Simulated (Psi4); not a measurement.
# UHF/STO-3G run of GeH2F (SMILES [F][GeH2])

Aim: the energy change on altering one bond length of GeH2F at UHF/STO-3G, from 2 runs. 

Program for the calculation: Psi4 1.11.

2 further runs of the same task are left out: 2 set aside as unsound or not needed.

## 1. The structure to begin with

The species is GeH2F (4 atoms), meant as a doublet with charge 0. As SMILES, `[F][GeH2]`. The shape is that of a PBE0-D4/def2-TZVP optimisation.

Bond lengths: F1–Ge2 1.745 Å, Ge2–H3 1.549 Å, Ge2–H4 1.549 Å. Angles: F1–Ge2–H3 105.4°, F1–Ge2–H4 105.4°, H3–Ge2–H4 113.3°.

## 2. The energy at UHF/STO-3G

calc.dat

```
memory 1.6 GB

molecule {
  0 2
  F
  Ge 1 1.745333
  H 2 1.549233 1 105.43283
  H 2 1.549177 3 113.26639 1 -114.78603
  units angstrom
  symmetry c1
  no_reorient
  no_com
}

set {
  basis STO-3G
  reference uhf
  puream true
  e_convergence 1e-09
  d_convergence 1e-08
  scf_type pk
  maxiter 200
}

e_tot, wfn = energy("scf", return_wfn=True)
oeprop(wfn, "DIPOLE", "MAYER_INDICES", "LOWDIN_CHARGES")
```

Launch:

```
$ psi4 -n 1 calc.dat calc.out
```

calc.out:

```text
[...]
  Running in c1 symmetry.
[...]
  Nuclear repulsion =  113.015962287385662
[...]
  Multiplicity = 2
[...]
  Nalpha       = 22
  Nbeta        = 21
[...]
    Number of basis functions: 25
[...]
   @UHF iter   1: -2150.66212796931268   -3.22716e+00   2.25229e-02 DIIS/ADIIS
[...]
   @UHF iter  15: -2150.90428518904082   -4.54747e-13   4.06151e-09 DIIS
[...]
   @S^2 Observed:                7.527231096E-01
[...]
    Orbital Energies [Eh]
    ---------------------
    Alpha Occupied:
       1A   -400.527343     2A    -50.372760     3A    -45.438372
       4A    -45.435637     5A    -45.435164     6A    -25.814332
       7A     -6.470080     8A     -4.515761     9A     -4.509344
      10A     -4.507786    11A     -1.404050    12A     -0.654962
      13A     -0.647619    14A     -0.646489    15A     -0.646264
      16A     -0.646096    17A     -0.633461    18A     -0.471303
      19A     -0.457586    20A     -0.404759    21A     -0.375393
      22A     -0.246920
    Alpha Virtual:
      23A      0.430344    24A      0.487732    25A      0.518320
[...]
  @UHF Final Energy: -2150.90428518904082
   => Energetics <=
    Nuclear Repulsion Energy =            113.0159622873856620
    One-Electron Energy =               -3247.7714970468914544
    Two-Electron Energy =                 983.8512495704650291
    Total Energy =                      -2150.9042851890408201
  UHF NO Occupations:
  HONO-2 :   20  A 1.9999203
  HONO-1 :   21  A 1.9987385
[...]
 Multipole Moments:
 ------------------------------------------------------------------------------------
     Multipole            Electronic (a.u.)      Nuclear  (a.u.)        Total (a.u.)
 ------------------------------------------------------------------------------------
 L = 1.  Multiply by 2.5417464519 to convert [e a0] to [Debye]
 Dipole X            :         -1.4967836            1.3270994           -0.1696841
 Dipole Y            :          0.8627266           -0.7649073            0.0978192
 Dipole Z            :          1.0073940           -0.4554162            0.5519778
 Magnitude           :                                                    0.5856968
[...]
```

Wall time 1.6 s (1 thread of Intel Xeon 6975P-C (Granite Rapids), shared host); peak memory 0.19 GiB.

## 3. The distorted shape

job.dat

```
memory 1600 mb

molecule {
  0 2
  F      0.022798    -1.035130     1.461799
  Ge     0.190298    -0.672930    -0.237301
  H     -1.194202    -0.977530    -0.862201
  H      0.690400     1.276000    -0.323100
  symmetry c1
}

set reference uhf
set puream true
set e_convergence 1e-09
set d_convergence 1e-08
set scf_type pk
set maxiter 200

energy('hf/STO-3G')
```

Launch:

```
$ psi4 job.dat job.out -n 1
```

job.out:

```text
[...]
  Running in c1 symmetry.
[...]
  Nuclear repulsion =  110.241215385696876
[...]
  Multiplicity = 2
[...]
  Nalpha       = 22
  Nbeta        = 21
[...]
    Number of basis functions: 25
[...]
   @UHF iter   1: -2150.51542055387063   -3.27412e+00   2.29488e-02 ADIIS/DIIS
[...]
   @UHF iter  18: -2150.83219206561853   -1.04592e-11   5.40400e-09 DIIS
[...]
   @S^2 Observed:                8.317047100E-01
[...]
    Orbital Energies [Eh]
    ---------------------
    Alpha Occupied:
       1A   -400.517246     2A    -50.362781     3A    -45.428109
       4A    -45.425550     5A    -45.424989     6A    -25.821564
       7A     -6.464676     8A     -4.510228     9A     -4.504058
      10A     -4.500837    11A     -1.410309    12A     -0.644814
      13A     -0.642368    14A     -0.640887    15A     -0.639896
      16A     -0.638341    17A     -0.610343    18A     -0.465006
      19A     -0.449628    20A     -0.406344    21A     -0.369987
      22A     -0.246104
    Alpha Virtual:
      23A      0.283123    24A      0.436303    25A      0.507668
[...]
  @UHF Final Energy: -2150.83219206561853
   => Energetics <=
    Nuclear Repulsion Energy =            110.2412153856968757
    One-Electron Energy =               -3242.3684566040701611
    Two-Electron Energy =                 981.2950491527547001
    Total Energy =                      -2150.8321920656189832
  UHF NO Occupations:
  HONO-2 :   20  A 1.9987474
  HONO-1 :   21  A 1.9596049
[...]
 Multipole Moments:
 ------------------------------------------------------------------------------------
     Multipole            Electronic (a.u.)      Nuclear  (a.u.)        Total (a.u.)
 ------------------------------------------------------------------------------------
 L = 1.  Multiply by 2.5417464519 to convert [e a0] to [Debye]
 Dipole X            :          1.0932911           -1.0333443            0.0599468
 Dipole Y            :         -1.5749300            1.4186207           -0.1563093
 Dipole Z            :         -1.0011988            0.5378614           -0.4633375
 Magnitude           :                                                    0.4926539
[...]
```

Run time: 1.6 s. Hardware: 1 thread of Intel Xeon 6975P-C (Granite Rapids), shared host; peak memory 0.19 GiB.

## 4. What came out

At UHF/STO-3G:

```
                                                          quantity           value
                                         first shape: total energy  -2150.90429 Eh
                                        first shape: dipole moment          1.49 D
                   first shape: HOMO energy (highest over α and β)        -6.72 eV
                    first shape: LUMO energy (lowest over α and β)         4.86 eV
                                                 first shape: ⟨S²⟩           0.753
                                     distorted shape: total energy  -2150.83219 Eh
                                    distorted shape: dipole moment          1.25 D
               distorted shape: HOMO energy (highest over α and β)        -6.70 eV
                distorted shape: LUMO energy (lowest over α and β)         4.55 eV
                                             distorted shape: ⟨S²⟩           0.832
energy change with the Ge2–H4 bond stretched from 1.549 to 2.014 Å        1.962 eV
```

With the Ge2–H4 bond stretched from 1.549 to 2.014 Å the energy rises by 1.96 eV (189 kJ/mol). The first shape isn't relaxed at this level, so the change isn't measured from a minimum. The minimal basis adds a large error of its own.
